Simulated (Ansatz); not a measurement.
**FH3O2Si2: small, medium and large basis sets**

Aim: see how fast density functionals converge with the basis set for FH3O2Si2.

The runs use Ansatz 0.2.0, Gaussian basis; one geometry, several basis sets.

The runs, in order: PBE0-D4/def2-SVP; ωB97M-V/def2-SVP; PBE0-D4/def2-QZVPP; ωB97M-V/def2-QZVPP; the functionals' def2-TZVPP values are taken from earlier runs.

### Step 1. The relaxed structure

The geometry comes from an earlier relaxation with PBE0-D4 in a triple-zeta def2 set; it is a stationary point, not always the lowest conformer.

SMILES `O[Si]1(F)O[SiH2]1`, 8 atoms, charge 0, spin multiplicity 1.

Atoms are counted from 1 here; the program's logs count them from 0.

Bond lengths: O1–Si2 1.621 Å, O1–H6 0.959 Å, Si2–F3 1.591 Å, Si2–O4 1.650 Å, Si2–Si5 2.179 Å, O4–Si5 1.720 Å, Si5–H7 1.484 Å, Si5–H8 1.484 Å. Angles: Si2–O1–H6 118.0°, O1–Si2–F3 107.0°, O1–Si2–O4 115.1°, O1–Si2–Si5 128.0°, F3–Si2–O4 114.3°, F3–Si2–Si5 124.5°, O4–Si2–Si5 51.1°, Si2–O4–Si5 80.5°, Si2–Si5–O4 48.3°, Si2–Si5–H7 125.3°, Si2–Si5–H8 125.1°, O4–Si5–H7 114.1°, O4–Si5–H8 113.9°, H7–Si5–H8 109.5°.

### Step 2. PBE0-D4 in def2-SVP

in.yaml reads:

```yaml
crystal:
  periodic: [false, false, false]
  atoms:
    - {symbol: O, position_ang: [-1.838931, 0.660683, 0.523093]}
    - {symbol: Si, position_ang: [-0.283100, 0.211823, 0.591335]}
    - {symbol: F, position_ang: [0.180267, 0.366376, 2.105392]}
    - {symbol: O, position_ang: [0.050745, -1.261347, -0.073700]}
    - {symbol: Si, position_ang: [1.048168, -0.271101, -1.064311]}
    - {symbol: H, position_ang: [-2.225520, 1.065825, 1.301999]}
    - {symbol: H, position_ang: [2.498955, -0.558888, -0.942784]}
    - {symbol: H, position_ang: [0.661516, -0.270571, -2.496722]}
basis:
  gaussian: {orbitals: def2-SVP}
hamiltonian: {xc: pbe0, dispersion: d4}
output: {orbitals: {seedname: orbitals}}
```

Started as:

```
ansatz run in.yaml --threads 2 --pin off --events-out ev --progress --plain --max-ram 4352MiB
```

The runs that follow: ωB97M-V in def2-SVP; PBE0-D4 in def2-QZVPP; ωB97M-V in def2-QZVPP.

**Question.** What will the summary of the whole plan be? Wanted: PBE0-D4: double and triple zeta above quadruple; ωB97M-V: double and triple zeta above quadruple.

The runs gave:

| quantity | value |
| --- | --- |
| PBE0-D4: double and triple zeta above quadruple | 15.71, 0.96 eV |
| ωB97M-V: double and triple zeta above quadruple | 15.79, 0.89 eV |

In words: PBE0-D4 gains 14.75 eV from double to triple zeta, then 0.96 eV more. These are total energies; as a rule much of such shifts cancels in differences, which this series doesn't test. The LUMO of ωB97M-V is positive and keeps falling with the basis (1.05 to 0.49 eV): an unbound level that the basis holds in place.
